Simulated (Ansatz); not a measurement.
**Cl₃HHfS: small, medium and large basis sets**

One table from this session's results is given with a row withheld; the runs are named, their logs left out.

Computed with Ansatz 0.2.0, Gaussian basis. Level: one geometry, several basis sets.

Levels to be run: PBE0-D4/def2-SVP; ωB97M-V/def2-SVP; PBE0-D4/def2-QZVPP; ωB97M-V/def2-QZVPP; the functionals' def2-TZVPP values are taken from earlier runs.

## Structure used throughout

The geometry comes from an earlier relaxation with PBE0-D4 in a triple-zeta def2 set; it is a stationary point. Hf takes the def2 core potential; no spin-orbit term is included.

SMILES `[SH][Hf]([Cl])([Cl])[Cl]`, 6 atoms, charge 0, spin multiplicity 1.

Atoms are counted from 1 here; the program's logs count them from 0.

Bond lengths: S1–Hf2 2.414 Å, S1–H6 1.349 Å, Hf2–Cl3 2.318 Å, Hf2–Cl4 2.325 Å, Hf2–Cl5 2.325 Å. Angles: Hf2–S1–H6 90.6°, S1–Hf2–Cl3 105.9°, S1–Hf2–Cl4 109.2°, S1–Hf2–Cl5 109.2°, Cl3–Hf2–Cl4 112.0°, Cl3–Hf2–Cl5 112.0°, Cl4–Hf2–Cl5 108.5°.

The first run:

Contents of in.yaml:

```yaml
crystal:
  periodic: [false, false, false]
  atoms:
    - {symbol: S, position_ang: [-1.768144, 0.867698, -0.026363]}
    - {symbol: Hf, position_ang: [0.501616, 0.048421, 0.049297]}
    - {symbol: Cl, position_ang: [1.829843, 1.895714, 0.491373]}
    - {symbol: Cl, position_ang: [0.675488, -1.566406, 1.712278]}
    - {symbol: Cl, position_ang: [1.027510, -0.932956, -1.991221]}
    - {symbol: H, position_ang: [-2.224213, -0.376372, -0.281464]}
basis:
  gaussian: {orbitals: def2-SVP}
hamiltonian: {xc: pbe0, dispersion: d4}
output: {orbitals: {seedname: orbitals}}
```

On the command line:

```console
> ansatz run in.yaml --threads 4 --pin off --events-out ev --progress --plain --max-ram 10444MiB
```

Steps of the session up to this table: PBE0-D4 in def2-SVP; ωB97M-V in def2-SVP; PBE0-D4 in def2-QZVPP; ωB97M-V in def2-QZVPP.

One of the session's tables, all rows but one given; the rest of the session is left out.

It belongs to the step «Density functionals: the series». 

```
functional       basis  HOMO (eV)  LUMO (eV)
   PBE0-D4    def2-SVP      -8.28      -2.32
   PBE0-D4  def2-TZVPP      -8.25      -2.28
   PBE0-D4  def2-QZVPP      -8.27      -2.31
   ωB97M-V    def2-SVP     -10.37      -0.18
   ωB97M-V  def2-TZVPP     -10.39      -0.18
   ωB97M-V  def2-QZVPP          ?          ?
```

Estimate the missing values for ωB97M-V, def2-QZVPP.

As computed: HOMO (eV): -10.41; LUMO (eV): -0.23. In the column «HOMO (eV)» it is the lowest.
